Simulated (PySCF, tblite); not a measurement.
# C₆H₇ClO₂+ (doublet): geometry, infrared bands and EPR parameters

Aim: predict the infrared bands and EPR parameters of C₆H₇ClO₂+ (doublet) (`[CH2+][C](Cl)[C@@H]1O[C@H](C)C1=O`).

Computed with tblite 0.8.0 and PySCF 2.14.0, with density-fitted response routines of our own, on a single molecule in the gas phase. Atoms are numbered from 0 throughout.

**1. The molecule as given**

16 atoms, charge 1, multiplicity 2; geometry from: force field or distance geometry start.

Bonds of the start (Å): C0–C1 1.47, C1–Cl2 1.78, C1–C3 1.48, C3–O4 1.42, O4–C5 1.41, C5–C6 1.49, C5–C7 1.49, C7–O8 1.20, C7–C3 1.50, C0–H9 1.12, C0–H10 1.07, C3–H11 1.11, C5–H12 1.09, C6–H13 1.09, C6–H14 1.12, C6–H15 1.12.

**2. Optimising the geometry with GFN2-xTB**

The job: settings as JSON, then the geometry in Å.

```
{"job": {"kind": "relax", "xc": "GFN2-xTB", "basis": "xTB"}, "charge": 1, "multiplicity": 2}
C     -2.588900     0.588900     0.300100
C     -1.938900     0.118300    -0.929000
Cl    -2.705700    -1.421000    -1.387200
C     -0.479800    -0.103900    -0.860200
O      0.048100    -0.689600     0.322800
C      1.252900    -0.059000    -0.063900
C      2.220300     0.254700     1.025800
C      0.388100     1.064700    -0.506600
O      0.374400     2.263500    -0.569100
H     -3.628700     0.985800     0.208800
H     -2.162000     0.585000     1.284000
H     -0.042300    -0.637700    -1.723500
H      1.658500    -0.566300    -0.933700
H      2.031000     1.169000     1.587800
H      2.341700    -0.640200     1.689000
H      3.223500     0.364100     0.543500
```

Run with:

```console
$ OMP_NUM_THREADS=1 python probes_run.py task.json out
```

The driver reads the jobs from task.json and runs them one after another.

**Question.** This job is followed by: GFN2-xTB harmonic vibrations, gas phase; UKS B3LYP, pcH-1 on C Cl H O, non-relativistic, mean-field spin-orbit, GIAO. What will the session give for the following? strongest single infrared mode (GFN2-xTB); zero-point energy (GFN2-xTB); g(iso) (B3LYP); ⟨S²⟩; largest a(iso) (averaged by class).

**Answer**, as computed:

| quantity | value |
| --- | --- |
| strongest single infrared mode (GFN2-xTB) | 1926 cm⁻¹, 447 km/mol |
| zero-point energy (GFN2-xTB) | 70.7 kcal/mol |
| g(iso) (B3LYP) | 2.00670 |
| ⟨S²⟩ | 0.761 (exact 0.75) |
| largest a(iso) (averaged by class) | 1H on H11, 44.9 MHz |

In words: Over 130 steps the energy fell by 3.070 eV; of the close pairs, C0–C1 changed most, 1.468 to 1.348 Å. All 42 modes are real, so the xTB geometry is a minimum. The strongest single mode, at 1926 cm⁻¹, moves mainly C7 and O8. Unscaled tight-binding wavenumbers are off by several per cent, some by more. Its intensities can rank the bands wrongly. The largest share of the spin, 0.44 e, sits on C0. The isotropic g lies 4.4 ppt above the free-electron value.
